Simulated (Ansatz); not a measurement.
# SnSe2 (P-3m1): comparison of norm-conserving and PAW potentials in Python

The task is a comparison of norm-conserving and PAW potentials, for SnSe2 (P-3m1).

All numbers are computed with the Python package of Ansatz 0.2.0. The levels of theory stand in the script.

### 1 Starting point

Symmetry: P-3m1, No. 164, trigonal system. Conventional cell: a = 3.811 Å, b = 3.811 Å, c = 6.136 Å, α = 90.00°, β = 90.00°, γ = 120.00°. Sn (site symmetry -3m) has 6 Se at 2.68 Å as nearest neighbours. Se (site symmetry 3m) is surrounded by 3 Sn at 2.68 Å.

No structure file is read: the coordinates are typed or built in the script.

### 2 Script

Contents of run_nc_paw.py:

```python
import ansatz as az
import numpy as np


def count_gap(report):
    # lowest empty less highest filled band, counting bands; zero where they overlap
    return max(report.get("gap_by_band_count_ev") or 0.0, 0.0)


def main() -> None:
    vectors = np.array([
        [3.811, 0.0, 0.0],
        [-1.9055, 3.30042281, 0.0],
        [0.0, 0.0, 6.136],
    ])
    crystal = (
        az.Lattice.of(vectors)
        .atom("Sn", [0.0, 0.0, 0.0])
        .atom("Se", [1 / 3, 2 / 3, 0.249])
        .atom("Se", [2 / 3, 1 / 3, 0.751])
    )

    model = (
        crystal.calculation()
        .functional("pbesol")
        .kpoints(6, 6, 4)
        .occupations("fixed")
        .stress()
        .forces()
        .band_table()
    )
    variants = {
        "PAW": model.pseudopotentials("paw"),
        "norm-conserving": model.pseudopotentials("nc"),
    }
    rows = []
    for label, variant in variants.items():
        r = variant.run(threads=1, pin="off").report
        levels = np.array(r["eigenvalues_ev"][0]) - r["fermi_energy_ev"]
        print(label, "levels at the first k-point near E_F:", np.round(levels[np.abs(levels) < 5], 3))
        rows.append((label, r["n_electrons"], np.trace(r["stress_gpa"]) / 3, float(np.abs(r["forces_ev_ang"]).max()), count_gap(r)))
    lines = [",".join(["treatment", "electrons in bands", "P GPa", "max force component eV/A", "gap by band count eV"])] + [",".join(f"{v:.4f}" if isinstance(v, float) else str(v) for v in row) for row in rows]
    print("\n".join(lines))
    with open("nc_paw.csv", "w") as handle:
        handle.write("\n".join(lines) + "\n")


if __name__ == "__main__":
    main()
```

### 3 The calls as engine input

The engine receives this input (first run):

```yaml
crystal:
  lattice:
    - [3.811, 0.0, 0.0]
    - [-1.9055, 3.30042281, 0.0]
    - [0.0, 0.0, 6.136]
  atoms:
    - { symbol: Sn, position: [0.0, 0.0, 0.0] }
    - { symbol: Se, position: [0.3333333333333333, 0.6666666666666666, 0.249] }
    - { symbol: Se, position: [0.6666666666666666, 0.3333333333333333, 0.751] }
kpoints:
  mp_grid:
    grid: [6, 6, 4]
hamiltonian:
  xc: pbesol
  pseudopotentials:
    kind: paw
scf:
  occupations:
    method: fixed
output:
  forces: true
  stress: true
  eigenvalues: true
```

### 4 Launch

On the command line:

```
$ python run_nc_paw.py
```

**Question.** How well do the two treatments of the cores agree on the pressure?

As calculated:

```
              quantity     value
         runs compared         2
difference in pressure  0.03 GPa
     difference in gap  0.015 eV
```

In words: PAW gives 2.543 GPa and norm-conserving 2.572 GPa, 0.029 GPa apart. They took 3.1 and 11.3 s of processor time. What to keep in mind:
- Spin-orbit coupling, left out here, can change this gap by several tenths of an eV, and inverted bands can meet off the mesh.
- The computed bands are complete only to about 4.3 eV above the Fermi level.
- The Fermi level of a run with fixed occupations marks the highest occupied state on its mesh, not mid-gap.
- Gaps and levels are Kohn-Sham values on a finite set of k-points, without spin-orbit coupling.
- Stress is positive in compression.
